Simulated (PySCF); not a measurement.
# Lu(NO2)3: other functionals and bases at one geometry

How far do other levels of theory move the description of Lu(NO2)3, and what does each cost? It is a constructed species; whether it can be made isn't addressed.

Computed with PySCF 2.14.0. Level: several levels, as the steps say, no spin–orbit coupling.

3 further runs of the same task are left out: 2 for a known fault of the program, 1 that didn't finish.

### Step 1. Starting geometry

10 atoms, charge 0, spin multiplicity 1.

Bond lengths: Lu1–O2 2.294 Å, Lu1–O3 2.294 Å, Lu1–N4 2.747 Å, Lu1–O5 2.294 Å, Lu1–O6 2.294 Å, Lu1–N7 2.747 Å, Lu1–O8 2.294 Å, Lu1–O9 2.294 Å, Lu1–N10 2.747 Å, O2–N4 1.264 Å, O3–N4 1.264 Å, O5–N7 1.264 Å, O6–N7 1.264 Å, O8–N10 1.264 Å, O9–N10 1.264 Å. Angles: O2–Lu1–O3 54.4°, O2–Lu1–N4 27.2°, O2–Lu1–O5 101.2°, O2–Lu1–O6 118.9°, O2–Lu1–N7 112.4°, O2–Lu1–O8 101.2°, O2–Lu1–O9 135.1°, O2–Lu1–N10 120.5°, O3–Lu1–N4 27.2°, O3–Lu1–O5 135.1°, O3–Lu1–O6 101.2°, O3–Lu1–N7 120.5°, O3–Lu1–O8 118.9°, O3–Lu1–O9 101.2°, O3–Lu1–N10 112.4°, N4–Lu1–O5 120.5°, N4–Lu1–O6 112.4°, N4–Lu1–N7 120.0° and more.

As a file:

```mol
LuN3O6
  3D, bonds by distance, orders not assigned

 10 15  0  0  0  0  0  0  0  0999 V2000
    0.0000   -0.0000    0.0000 Lu  0  0
    2.0405    0.1675    1.0352 O   0  0
    2.0405   -0.1675   -1.0352 O   0  0
    2.7471   -0.0000    0.0000 N   0  0
   -1.1653    1.6834    1.0352 O   0  0
   -0.8752    1.8509   -1.0352 O   0  0
   -1.3735    2.3790   -0.0000 N   0  0
   -0.8752   -1.8509    1.0352 O   0  0
   -1.1653   -1.6834   -1.0352 O   0  0
   -1.3736   -2.3790    0.0000 N   0  0
  1  2  8  0
  1  3  8  0
  1  4  8  0
  1  5  8  0
  1  6  8  0
  1  7  8  0
  1  8  8  0
  1  9  8  0
  1 10  8  0
  2  4  8  0
  3  4  8  0
  5  7  8  0
  6  7  8  0
  8 10  8  0
  9 10  8  0
M  END
```

Formal oxidation states: Lu +3. Each metal's 14 4f electrons lie in its core potential, so multiplicities, spins and levels count the valence alone. An earlier session relaxed this geometry at B3LYP, Lu lcecp-1-SVP with ECP60, O def2-SVP, N def2-SVP (singlet, point group D3).

At B3LYP on the finer grid: E = -655.098070 Eh, HOMO -8.61 eV, LUMO -3.67 eV, Mulliken charge on Lu1 +1.14 e, largest force component 0.007 eV/Å. 

Levels to run: wB97X; PBE0; TPSS; CAM-B3LYP; B3LYP, TZVP. Hardware: 4 threads of Arm Neoverse N1, shared host.

### Step 2. wB97X

Input file run.py (the lines that set the calculation):

```python
mol = gto.M(atom='''
Lu     0.00000     0.00000     0.00000
O      2.04054     0.16746     1.03522
O      2.04054    -0.16747    -1.03522
N      2.74709     0.00000     0.00000
O     -1.16529     1.68343     1.03522
O     -0.87524     1.85089    -1.03522
N     -1.37354     2.37905     0.00000
O     -0.87525    -1.85089     1.03522
O     -1.16530    -1.68343    -1.03522
N     -1.37355    -2.37905     0.00000''',
    basis={'Lu': 'lcecp-1-SVP', 'O': 'def2-SVP', 'N': 'def2-SVP'},
    ecp={'Lu': 'lcecp-1-SVP'},
    charge=0, spin=0)
mf = dft.RKS(mol, xc='WB97X')
mf.grids.atom_grid = (75, 302)  # f atoms: unpruned, at least (60, 302)
mf = mf.density_fit()  # fitting sets: Lu AutoAux, O def2-universal-JKFIT, N def2-universal-JKFIT
mf.conv_tol = 1e-08; mf.max_cycle = 55
mf.kernel(dm0)  # dm0: the density of the relaxed state
```

Command:

```bash
$ OMP_NUM_THREADS=4 python run.py
```

### Step 3. PBE0

Edit run.py (the lines that set the calculation) of step 2 so:

```diff
@@ -14,3 +14,3 @@
     charge=0, spin=0)
-mf = dft.RKS(mol, xc='WB97X')
+mf = dft.RKS(mol, xc='PBE0')
 mf.grids.atom_grid = (75, 302)  # f atoms: unpruned, at least (60, 302)
```

### Step 4. TPSS

Edit run.py (the lines that set the calculation) of step 3 so:

```diff
@@ -14,3 +14,3 @@
     charge=0, spin=0)
-mf = dft.RKS(mol, xc='PBE0')
+mf = dft.RKS(mol, xc='TPSS')
 mf.grids.atom_grid = (75, 302)  # f atoms: unpruned, at least (60, 302)
```

### Step 5. CAM-B3LYP

Edit run.py (the lines that set the calculation) of step 4 so:

```diff
@@ -14,3 +14,3 @@
     charge=0, spin=0)
-mf = dft.RKS(mol, xc='TPSS')
+mf = dft.RKS(mol, xc='CAMB3LYP')
 mf.grids.atom_grid = (75, 302)  # f atoms: unpruned, at least (60, 302)
```

### Step 6. B3LYP, TZVP

Basis: Lu lcecp-1-TZVP with ECP60, O def2-TZVP, N def2-TZVP. 

Edit run.py (the lines that set the calculation) of step 5 so:

```diff
@@ -11,6 +11,6 @@
 N     -1.37355    -2.37905     0.00000''',
-    basis={'Lu': 'lcecp-1-SVP', 'O': 'def2-SVP', 'N': 'def2-SVP'},
-    ecp={'Lu': 'lcecp-1-SVP'},
+    basis={'Lu': 'lcecp-1-TZVP', 'O': 'def2-TZVP', 'N': 'def2-TZVP'},
+    ecp={'Lu': 'lcecp-1-TZVP'},
     charge=0, spin=0)
-mf = dft.RKS(mol, xc='CAMB3LYP')
+mf = dft.RKS(mol, xc='B3LYP')
 mf.grids.atom_grid = (75, 302)  # f atoms: unpruned, at least (60, 302)
@@ -18,2 +18,2 @@
 mf.conv_tol = 1e-08; mf.max_cycle = 55
-mf.kernel(dm0)  # dm0: the density of the relaxed state
+mf.kernel(dm0)  # dm0: free metal ions and neutral atoms
```

What does the calculation give? Wanted: for each run, HOMO; gap; charge on Lu1; dipole; largest force.

The runs gave:

| level | state | HOMO (eV) | gap (eV) | charge on Lu1 (e) | dipole (D) | largest force (eV/Å) | basis functions | time |
| --- | --- | --- | --- | --- | --- | --- | --- | --- |
| B3LYP (relaxed here) | singlet | -8.61 | 4.94 | 1.14 | 0.00 | 0.01 | 159 | 51 s |
| wB97X | singlet | -11.43 | 10.34 | 1.23 | 0.00 | 0.70 | 159 | 19 s |
| PBE0 | singlet | -8.93 | 5.50 | 1.24 | 0.00 | 0.73 | 159 | 13 s |
| TPSS | singlet | -7.30 | 2.97 | 1.12 | 0.00 | 0.90 | 159 | 19 s |
| CAM-B3LYP | singlet | -10.39 | 8.20 | 1.16 | 0.00 | 0.60 | 159 | 20 s |
| B3LYP, TZVP | singlet | -8.65 | 5.02 | 1.52 | 0.00 | 0.18 | 326 | 74 s |

Times are on 4 threads of Arm Neoverse N1, shared host; the first row also made further properties.

In one basis the HOMO–LUMO gap runs from 2.97 eV (TPSS) to 10.34 eV (wB97X). The largest leftover force, 0.90 eV/Å with TPSS, stands at a geometry relaxed at another level. The Mulliken charge on Lu spans +1.12 to +1.52 e over the levels. With 4f in the core, its levels are missing from HOMO and gap. Total energies of different levels can't be compared. Spin–orbit coupling is left out throughout.
